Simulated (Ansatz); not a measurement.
# GaH5O: the cost of one run

Method: RHF/def2-SVP, in Ansatz 0.2.0.

**1. The system as given**

Bond lengths: Ga1–H3 1.570 Å, Ga1–H4 1.570 Å, Ga1–O5 2.090 Å, O5–H6 1.010 Å. Angles: H3–Ga1–H4 120.0°, H3–Ga1–O5 97.0°, H4–Ga1–O5 101.2°, Ga1–O5–H6 109.5°.

Coordinates:

```xyz
7

Ga    0.0000    0.0000    0.0000
H     0.0000    0.0000    1.9200
H     1.3596    0.0000   -0.7850
H    -1.3596    0.0000   -0.7850
O     0.0874   -1.9815    0.6590
H    -0.4591   -2.5661    0.0429
H     0.0441   -1.0002    1.8157
```

**2. Pulling towards end A**

Springs on the bonds that form and break draw the guess towards this end; the thresholds are loose.

The input, input.yaml:

```yaml
crystal:
  periodic: [false, false, false]
  atoms:
    - { symbol: Ga, position_ang: [0.0, 0.0, 0.0] }
    - { symbol: H, position_ang: [0.0, 0.0, 1.92] }
    - { symbol: H, position_ang: [1.3596, 0.0, -0.785] }
    - { symbol: H, position_ang: [-1.3596, 0.0, -0.785] }
    - { symbol: O, position_ang: [0.0874, -1.9815, 0.659] }
    - { symbol: H, position_ang: [-0.4591, -2.5661, 0.0429] }
    - { symbol: H, position_ang: [0.0441, -1.0002, 1.8157] }
basis:
  gaussian: { orbitals: def2-SVP }
hamiltonian:
  xc: hf
relax:
  f_tol: 0.15
  max_steps: 25
  restrain:
    - { distance: [0, 4], at: 2.99, k: 30.0 }
    - { distance: [6, 1], at: 1.86, k: 30.0 }
    - { distance: [0, 1], at: 1.57, k: 30.0 }
    - { distance: [6, 4], at: 1.01, k: 30.0 }
```

The run is started by

```bash
$ ansatz run input.yaml --threads 1 --pin off --max-ram 2048MiB --backend cpu --events-out ev --progress --plain --runs-dir out
```

Q: Estimate wall time and peak memory on 1 thread of AMD EPYC 9R45 (Zen 5), shared host.

About 6.1 s, with a peak of 0.14 GiB.
